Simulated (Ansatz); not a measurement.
Which YAML input does this script hand to the engine? (Ansatz's Python interface)

Script `deck_ch6fpssi.py`:
```python
"""CH6FPSSi through the session interface."""

import ansatz as az
import numpy as np
import pandas as pd

deck = {
    "crystal": {
        "periodic": [False, False, False],
        "atoms": [
            {"symbol": "C", "position_ang": [-1.354, 0.5856, 1.6921]},
            {"symbol": "S", "position_ang": [0.2686, 0.8939, 1.0626]},
            {"symbol": "Si", "position_ang": [0.1956, -0.0535, -0.8648]},
            {"symbol": "F", "position_ang": [-0.2761, -1.5259, -0.6676]},
            {"symbol": "P", "position_ang": [2.284, -0.1928, -1.6584]},
            {"symbol": "H", "position_ang": [-2.1395, 1.1088, 1.0161]},
            {"symbol": "H", "position_ang": [-1.5908, -0.4357, 1.7767]},
            {"symbol": "H", "position_ang": [-1.4583, 1.1035, 2.6631]},
            {"symbol": "H", "position_ang": [-0.6467, 0.7244, -1.7267]},
            {"symbol": "H", "position_ang": [2.0239, -1.1584, -2.6074]},
            {"symbol": "H", "position_ang": [2.7587, -1.1069, -0.665]},
        ],
    },
    "basis": {"gaussian": {"orbitals": "cc-pVDZ"}},
    "hamiltonian": {"xc": "pbe"},
    "output": {"forces": True},
}
session = az.Session.from_dict(deck)
summary = session.plan(threads=1).execute().report

print("reference energy %16.6f eV" % summary["reference_energy_ev"])
print("total energy     %16.6f eV" % summary["free_energy_ev"])
print("occupied orbitals outside the frozen core (up, down):", summary["n_occupied"], " frozen:", summary["n_frozen"], " virtual:", summary["n_virtual"])
symbols = ["C", "S", "Si", "F", "P", "H", "H", "H", "H", "H", "H"]

print("forces (eV/A)")
for symbol, f in zip(symbols, summary["forces_ev_ang"]):
    print(f"  {symbol:2s} {f[0]:9.4f} {f[1]:9.4f} {f[2]:9.4f}")
charges = summary["charge_distribution"]
table = pd.DataFrame({"atom": symbols, "mulliken": charges["mulliken_charges_e"], "lowdin": charges["lowdin_charges_e"]})
print(table.round(3).to_string())
print("dipole (e A):", np.round(charges["dipole_moment_e_ang"], 4) + 0.0)
```

```console
$ python deck_ch6fpssi.py
reference energy    -31837.920638 eV
total energy        -31837.920638 eV
occupied orbitals outside the frozen core (up, down): [33, 33]  frozen: 0  virtual: [79, 79]
forces (eV/A)
  C    -2.0627    2.6854   -0.8780
  S     1.7303    0.3601   -0.1374
  Si    2.2830    2.8490    0.5928
  F    -1.9251   -3.9649    0.4145
  P     1.0454    1.7455    0.5823
  H     0.7583   -0.7588    0.7537
  H    -0.4153   -1.9809    0.2422
  H     0.1809   -0.1411    0.1487
  H    -1.0249    0.4665   -0.9656
  H    -0.4663   -1.0713   -0.9252
  H    -0.1035   -0.1897    0.1719
   atom  mulliken  lowdin
0     C    -0.155  -0.157
1     S    -0.175   0.263
2    Si     0.430  -0.301
3     F    -0.230   0.142
4     P    -0.137   0.133
5     H     0.075   0.026
6     H     0.072  -0.016
7     H     0.076   0.014
8     H    -0.045  -0.066
9     H     0.039  -0.028
10    H     0.050  -0.011
dipole (e A): [-0.3223 -0.0634  0.0017]
```

`input.yaml`:
```yaml
crystal:
  periodic: [false, false, false]
  atoms:
    - { symbol: C, position_ang: [-1.354, 0.5856, 1.6921] }
    - { symbol: S, position_ang: [0.2686, 0.8939, 1.0626] }
    - { symbol: Si, position_ang: [0.1956, -0.0535, -0.8648] }
    - { symbol: F, position_ang: [-0.2761, -1.5259, -0.6676] }
    - { symbol: P, position_ang: [2.284, -0.1928, -1.6584] }
    - { symbol: H, position_ang: [-2.1395, 1.1088, 1.0161] }
    - { symbol: H, position_ang: [-1.5908, -0.4357, 1.7767] }
    - { symbol: H, position_ang: [-1.4583, 1.1035, 2.6631] }
    - { symbol: H, position_ang: [-0.6467, 0.7244, -1.7267] }
    - { symbol: H, position_ang: [2.0239, -1.1584, -2.6074] }
    - { symbol: H, position_ang: [2.7587, -1.1069, -0.665] }
basis:
  gaussian: { orbitals: cc-pVDZ }
hamiltonian:
  xc: pbe
output:
  forces: true
```

Launched from the shell:
```console
$ ansatz run input.yaml --threads 1 --pin off --max-ram 4096MiB --backend cpu --events-out ev --progress --plain --runs-dir out
Engine: ansatz 0.2.0, aarch64-unknown-linux-gnu
Functional definition: PBE
  parameter kappa = 0.804
  parameter beta = 0.06672455060314922
  exchange = pbe_x(kappa = kappa, mu = beta*pi^2/3)
  correlation = pbe_c(beta = beta)
1415 factors; their error is unknown
mean field evaluation 1: about -31831.7704 eV, gradient 5.2e1 eV
mean field evaluation 2: about -31821.2999 eV, gradient 8.6e1 eV
mean field evaluation 4: about -31837.9152 eV, gradient 4.9e0 eV
mean field evaluation 8: about -31837.9206 eV, gradient 1.2e-1 eV
mean field evaluation 16: about -31837.9206 eV, gradient 5.2e-5 eV
mean field -31837.92059971 eV, -1170.0220015217 hartree, gradient 5.2e-5 eV, S^2 0.000000; 0 other end points of the search recorded, 0 dependent functions left out
the calculation of the forces begins
reference -31837.92063754 eV, -1170.0220029121 hartree; 33, 33 occupied and 79, 79 virtual orbitals, 1415 factors
Total energy: -31837.92063754 eV, -1170.0220029121 hartree
Atom 0 at    -1.354000     0.585600     1.692100 Å, force    -2.062654     2.685449    -0.877960 eV/Å
Atom 1 at     0.268600     0.893900     1.062600 Å, force     1.730280     0.360110    -0.137435 eV/Å
Atom 2 at     0.195600    -0.053500    -0.864800 Å, force     2.282977     2.849043     0.592842 eV/Å
Atom 3 at    -0.276100    -1.525900    -0.667600 Å, force    -1.925129    -3.964894     0.414478 eV/Å
Atom 4 at     2.284000    -0.192800    -1.658400 Å, force     1.045376     1.745515     0.582277 eV/Å
Atom 5 at    -2.139500     1.108800     1.016100 Å, force     0.758269    -0.758755     0.753745 eV/Å
Atom 6 at    -1.590800    -0.435700     1.776700 Å, force    -0.415316    -1.980894     0.242245 eV/Å
Atom 7 at    -1.458300     1.103500     2.663100 Å, force     0.180909    -0.141053     0.148732 eV/Å
Atom 8 at    -0.646700     0.724400    -1.726700 Å, force    -1.024945     0.466538    -0.965571 eV/Å
Atom 9 at     2.023900    -1.158400    -2.607400 Å, force    -0.466302    -1.071340    -0.925225 eV/Å
Atom 10 at     2.758700    -1.106900    -0.665000 Å, force    -0.103465    -0.189719     0.171871 eV/Å
Dipole moment:    -0.322336    -0.063371     0.001662 e Å
```

Notes:
- Total energies depend on the basis set; only differences at equal settings carry meaning.
- The geometry is a force-field or estimated start, not a minimum of this method, and the basis set is short of its limit.
- The Löwdin charges here are taken after orthogonalising the functions within each atom; they differ from plain Löwdin charges, and their signs can be unphysical.
- Finished in 5.7 s on 1 thread of Arm Neoverse V1, with other jobs on the host, peak memory 0.26 GiB.
